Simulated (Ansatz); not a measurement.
# GeO₂ (quintet): the correlation ladder, cc-pVDZ

An exercise on one series of results from a longer session: the logs are not shown, and one member is left open.

Method: cc-pVDZ, core rule «outside noble gas», up to 16 orbitals frozen; program: Ansatz 0.2.0, Gaussian basis.

The runs, in order: UHF; CCSD(T) on ROHF; CCSD(T) on UHF; BCCD(T) on ROHF; CISD; CCSDT(Q) on ROHF; CCSDT(Q) on UHF; CASSCF and MRCISD+Q, 12 electrons in 10 orbitals; CASSCF and NEVPT2, 12 electrons in 10 orbitals.

21 further runs of the same task are left out: 9 that didn't finish, 12 set aside as unsound or not needed.

## What is computed

The geometry is a PBE0/def2-TZVP stationary point (not a proven minimum) of the parent state, kept for this charge and spin. No spin-orbit coupling is included. The filled d shell of Ge may be among the frozen orbitals whatever the setting's name suggests; the logs give the count.

3 atoms, charge 0, spin multiplicity 5.

Atoms are counted from 1 here; the program's logs count them from 0.

Bond lengths: O1–Ge2 1.738 Å, Ge2–O3 1.738 Å. Angles: O1–Ge2–O3 102.2°.

Set-up of the first run:

The input, in.yaml:

```yaml
crystal:
  periodic: [false, false, false]
  atoms:
    - {symbol: O, position_ang: [0.000000, -0.757817, 1.351907]}
    - {symbol: Ge, position_ang: [0.000000, 0.333827, 0.000000]}
    - {symbol: O, position_ang: [0.000000, -0.757817, -1.351907]}
basis:
  gaussian: {orbitals: cc-pVDZ}
magnetization: {spin_polarized: true, initial_magnetization: 4}
hamiltonian: {xc: hf}
output: {orbitals: {seedname: orbitals}}
```

The run is started by

```bash
> ansatz run in.yaml --threads 1 --pin off --events-out ev --progress --plain --max-ram 2393MiB
```

Steps of the session up to this table: UHF; CCSD(T) on ROHF; CCSD(T) on UHF; BCCD(T) on ROHF; CISD; CCSDT(Q) on ROHF; CCSDT(Q) on UHF; CASSCF and MRCISD+Q, 12 electrons in 10 orbitals; CASSCF and NEVPT2, 12 electrons in 10 orbitals.

One of the session's tables, all rows but one given; the rest of the session is left out.

```
          method  from UCCSDT(Q) (kcal/mol)
            ROHF                    +244.03
             UHF                    +236.56
            RMP2                     +32.13
            UMP2                     +31.70
           RCCSD                     +12.24
           UCCSD                     +11.82
        RCCSD(T)                      +6.33
        UCCSD(T)                      +6.12
         BCCD(T)                      +6.24
          UCCSDT                      +2.59
       UCCSDT(Q)                          0
  CASSCF valence                    +207.92
  NEVPT2 valence                     +29.61
  MRCISD valence                     +20.16
MRCISD+Q valence                          ?
```

Estimate the missing values for MRCISD+Q valence.

As computed: from UCCSDT(Q) (kcal/mol): +4.15. In the column «from UCCSDT(Q) (kcal/mol)» it lies between UCCSDT (+2.59) and UCCSD(T) (+6.12).

Not comparable, so not listed: CISD; CCSDT(Q) on ROHF (they don't share determinant, frozen orbitals or solution with the rows shown, or repeat one).

Limits of these values: Restricted and unrestricted rows rest on different reference determinants; where their highest levels disagree by more than a few hundredths of an eV, they describe different states and don't form one ladder.
